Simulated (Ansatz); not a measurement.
**Ge4H8: a ladder of functionals and wavefunction methods**

One table from this session's results is given with a row withheld; the runs are named, their logs left out.

Method: functionals in def2-TZVPP, the program's frozen cores in correlated methods; program: Ansatz 0.2.0, Gaussian basis.

The runs, in order: LDA (SPW92), PBE-D4, revPBE-D4, BLYP-D4, r2SCAN-D4, B97M-V, PBE0-D4, B3LYP-D4, r2SCANh-D4, r2SCAN0-D4, HSE06-D4, BHLYP-D4, CAM-B3LYP-D4, LC-ωPBE, ωB97X-V, ωB97M-V, B2PLYP, PBE-QIDH; CCSD(T)/def2-SVP; CCSD(T)/def2-TZVPP; MP2/def2-QZVPP; extrapolation to the limit; RPA on PBE.

### Structure used throughout

All runs share one geometry, relaxed beforehand with PBE0-D4 in a triple-zeta def2 set.

SMILES `[GeH2]1[GeH2][GeH2][GeH2]1`, 12 atoms, charge 0, spin multiplicity 1.

Atoms are counted from 1 here; the program's logs count them from 0.

Bond lengths: Ge1–Ge2 2.454 Å, Ge1–Ge4 2.454 Å, Ge1–H5 1.539 Å, Ge1–H6 1.539 Å, Ge2–Ge3 2.454 Å, Ge2–H7 1.539 Å, Ge2–H8 1.539 Å, Ge3–Ge4 2.454 Å, Ge3–H9 1.539 Å, Ge3–H10 1.539 Å, Ge4–H11 1.539 Å, Ge4–H12 1.539 Å. Angles: Ge2–Ge1–Ge4 90.0°, Ge2–Ge1–H5 114.4°, Ge2–Ge1–H6 114.4°, Ge4–Ge1–H5 114.4°, Ge4–Ge1–H6 114.4°, H5–Ge1–H6 108.4°, Ge1–Ge2–Ge3 90.0°, Ge1–Ge2–H7 114.4°, Ge1–Ge2–H8 114.5°, Ge3–Ge2–H7 114.4°, Ge3–Ge2–H8 114.4°, H7–Ge2–H8 108.4°, Ge2–Ge3–Ge4 90.0°, Ge2–Ge3–H9 114.4°, Ge2–Ge3–H10 114.4°, Ge4–Ge3–H9 114.4°, Ge4–Ge3–H10 114.4°, H9–Ge3–H10 108.4° and more.

As a file:

```mol
Ge4H8
  3D, bonds by distance, orders not assigned

 12 12  0  0  0  0  0  0  0  0999 V2000
   -1.3452    0.5894   -0.9239 Ge  0  0
    1.0789    0.9684   -0.9532 Ge  0  0
    1.3453   -0.5899    0.9234 Ge  0  0
   -1.0790   -0.9681    0.9534 Ge  0  0
   -1.9055   -0.0500   -2.2074 H   0  0
   -2.1809    1.8408   -0.5991 H   0  0
    1.5001    2.4162   -0.6426 H   0  0
    1.7774    0.5266   -2.2520 H   0  0
    1.9062    0.0488    2.2069 H   0  0
    2.1806   -1.8415    0.5979 H   0  0
   -1.5013   -2.4160    0.6444 H   0  0
   -1.7766   -0.5246    2.2521 H   0  0
  1  2  8  0
  2  3  8  0
  3  4  8  0
  1  5  8  0
  1  6  8  0
  2  7  8  0
  2  8  8  0
  3  9  8  0
  3 10  8  0
  4 11  8  0
  4 12  8  0
  1  4  8  0
M  END
```

The first run:

Contents of in.yaml:

```yaml
crystal:
  periodic: [false, false, false]
  atoms:
    - {symbol: Ge, position_ang: [-1.345206, 0.589353, -0.923934]}
    - {symbol: Ge, position_ang: [1.078938, 0.968411, -0.953165]}
    - {symbol: Ge, position_ang: [1.345295, -0.589948, 0.923423]}
    - {symbol: Ge, position_ang: [-1.078974, -0.968148, 0.953384]}
    - {symbol: H, position_ang: [-1.905542, -0.050008, -2.207380]}
    - {symbol: H, position_ang: [-2.180941, 1.840767, -0.599063]}
    - {symbol: H, position_ang: [1.500144, 2.416230, -0.642624]}
    - {symbol: H, position_ang: [1.777390, 0.526604, -2.251990]}
    - {symbol: H, position_ang: [1.906150, 0.048843, 2.206930]}
    - {symbol: H, position_ang: [2.180580, -1.841497, 0.597932]}
    - {symbol: H, position_ang: [-1.501252, -2.415978, 0.644404]}
    - {symbol: H, position_ang: [-1.776581, -0.524629, 2.252093]}
basis:
  gaussian: {orbitals: def2-TZVPP}
hamiltonian: {xc: lda}
output: {orbitals: {seedname: orbitals}}
```

Steps of the session up to this table: LDA; PBE-D4 (GGA); revPBE-D4 (GGA); BLYP-D4 (GGA); r2SCAN-D4 (meta-GGA); B97M-V (meta-GGA); PBE0-D4 (hybrid); B3LYP-D4 (hybrid); r2SCANh-D4 (hybrid); r2SCAN0-D4 (hybrid); HSE06-D4 (hybrid); BHLYP-D4 (hybrid); CAM-B3LYP-D4 (range-separated); LC-ωPBE-D4 (range-separated; the results give it without D4); ωB97X-V (range-separated); ωB97M-V (range-separated); B2PLYP (double hybrid); PBE-QIDH (double hybrid).

One table of the session follows, with a row left open; its other results are not shown here.

It belongs to the step «Frontier levels by functional». 

```
  functional  HOMO (eV)  gap (eV)
 LDA (SPW92)      -6.58      4.91
      PBE-D4      -6.42      4.88
   revPBE-D4      -6.36      4.89
     BLYP-D4      -6.23      4.85
   r2SCAN-D4      -6.67      5.26
      B97M-V      -6.68      5.13
     PBE0-D4      -7.35      6.52
    B3LYP-D4      -7.13      6.16
  r2SCANh-D4      -7.01      5.85
  r2SCAN0-D4      -7.52      6.75
    HSE06-D4      -6.97      5.77
    BHLYP-D4      -8.11      8.14
CAM-B3LYP-D4      -8.45      8.70
     LC-ωPBE      -9.70     10.97
     ωB97X-V      -9.41     10.54
     ωB97M-V          ?         ?
```

Q: Estimate the row for ωB97M-V from the others.

The run gave: HOMO (eV): -9.24; gap (eV): 10.18. In the column «HOMO (eV)» it lies between ωB97X-V (-9.41) and CAM-B3LYP-D4 (-8.45).
